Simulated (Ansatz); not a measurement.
**ClFHOSi radical (SMILES O[Si](F)Cl): a rigid scan of the dihedral angle H5–O1–Si2–F3**

Aim: the energy along the dihedral angle H5–O1–Si2–F3, from CCSD(T) and from cheaper methods, relative to the minimum. No other atom is relaxed.

The runs use Ansatz 0.2.0, Gaussian basis; single points in def2-TZVPP.

Levels: PBE-D4, r2SCAN-D4, PBE0-D4, B3LYP-D4, wB97M-V, Hartree-Fock, MP2, CCSD, CCSD(T). The scan takes -37.8, 2.2, 42.2, 82.2, 122.2, 162.2, -157.8, -117.8, -77.8°.

Correlated methods freeze the cores. Orbitals are unrestricted. B3LYP uses VWN-RPA correlation.

19 further runs of the same task are left out: 19 set aside as unsound or not needed.

### 1 Starting geometry

The minimum, relaxed at PBE0-D4: SMILES `O[Si](F)Cl`, 5 atoms, charge 0, spin multiplicity 2.

Atoms are counted from 1 here; the program's logs count them from 0.

Bond lengths: O1–Si2 1.630 Å, O1–H5 0.960 Å, Si2–F3 1.596 Å, Si2–Cl4 2.040 Å. Angles: Si2–O1–H5 117.9°, O1–Si2–F3 109.7°, O1–Si2–Cl4 106.8°, F3–Si2–Cl4 108.8°.

As a file:

```
O    -0.00346    1.14129   -0.01353
Si    0.07827   -0.42672    0.42568
F     0.97949   -1.23215   -0.61684
Cl   -1.82512   -1.15774    0.35315
H     0.82061    1.60161   -0.18976
```

Energies of the minimum (eV), from earlier single points: PBE-D4 -25172.75251, r2SCAN-D4 -25183.03783, PBE0-D4 -25174.40838, B3LYP-D4 -25187.55221, wB97M-V -25184.16713, CCSD(T) -25153.55825.

At the minimum the dihedral angle H5–O1–Si2–F3 is -51.3°.

### 2 H5–O1–Si2–F3 = -37.8°

File ccsdt-tzvpp/in.yaml:

```yaml
crystal:
  periodic: [false, false, false]
  atoms:
    - {symbol: O, position_ang: [-0.003456, 1.141293, -0.013534]}
    - {symbol: Si, position_ang: [0.078268, -0.426716, 0.425685]}
    - {symbol: F, position_ang: [1.239907, -1.155391, -0.391266]}
    - {symbol: Cl, position_ang: [-1.709554, -1.271955, -0.076100]}
    - {symbol: H, position_ang: [0.820613, 1.601610, -0.189765]}
basis:
  gaussian: {orbitals: def2-TZVPP}
magnetization: {spin_polarized: true, initial_magnetization: 1}
correlation: {method: ccsd_t}
scf: {omitted_lower_state_checks: [cluster_reference]}
```

The command line of these runs was not kept.

The runs that follow: H5–O1–Si2–F3 = 2.2°; H5–O1–Si2–F3 = 42.2°; H5–O1–Si2–F3 = 82.2°; H5–O1–Si2–F3 = 122.2°; H5–O1–Si2–F3 = 162.2°; H5–O1–Si2–F3 = -157.8°; H5–O1–Si2–F3 = -117.8°; H5–O1–Si2–F3 = -77.8°.

Q: Predict the outcome of this session. Wanted: highest point, CCSD(T); lowest point, CCSD(T); RMS deviation from CCSD(T); largest T1 diagnostic.

**Answer**, as computed:

| quantity | value |
| --- | --- |
| highest point, CCSD(T) | 1.2 kcal/mol at 42.2° |
| lowest point, CCSD(T) | 0.0 kcal/mol at -51.3° |
| RMS deviation from CCSD(T) | PBE-D4 0.2, r2SCAN-D4 0.1, PBE0-D4 0.1, B3LYP-D4 0.1, wB97M-V 0.1, Hartree-Fock 0.4, MP2 0.1, CCSD 0.0 kcal/mol |
| largest T1 diagnostic | 0.013 |

Over the points sampled the torsion costs at most 1.2 kcal/mol, a hindered rotation that is fast at room temperature. A rigid scan overstates barriers, since nothing else may give way. CCSD follows the CCSD(T) curve best and Hartree-Fock worst.
